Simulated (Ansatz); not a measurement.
**Al3Au: single point with PBE**

Al3Au:

```
Au Al
1.0
    -2.02533    2.02533    4.05660
     2.02533   -2.02533    4.05660
     2.02533    2.02533   -4.05660
Au Al
1 3
Direct
  0.00000 0.00000 0.00000
  0.50000 0.50000 0.00000
  0.25000 0.75000 0.50000
  0.75000 0.25000 0.50000
```

The cell comes from a database or a generator and needn't be the stable form of this composition.

| Quantity | Value |
| --- | --- |
| Program | Ansatz 0.2.0 |
| Task | single point |
| Functional | PBE |
| Potentials or basis | Ansatz PAW earlier set |
| Cutoff | 1050 eV |
| Density cutoff | 4200 eV |
| k mesh | 9 × 9 × 9 |
| Occupations | fermi-dirac, width 0.05 eV |
| Spin | no spin polarisation |

The pressure is 0.4 GPa and the band gap on the k mesh is none (metal or under the smearing width).

Stress tensor (GPa, compression positive):
```
0.54 0.00 0.00
0.00 0.54 0.00
0.00 0.00 0.12
```

Levels at points of the mesh, in eV from the Fermi level:
| k point | band 23 | band 24 | band 25 | band 26 | band 27 | band 28 | band 29 | band 30 |
| --- | --- | --- | --- | --- | --- | --- | --- | --- |
| (0.00, 0.00, 0.00) | -2.62 | 0.04 | 0.04 | 0.37 | 0.71 | 0.82 | 0.82 | 0.88 |

Run time: 11 s on 2 threads of Intel(R) Xeon(R) Platinum 8375C CPU @ 2.90GHz (Ice Lake) (shared host), peak memory 0.83 GiB.

The run has no spin-orbit coupling, so splittings on Au are missing.
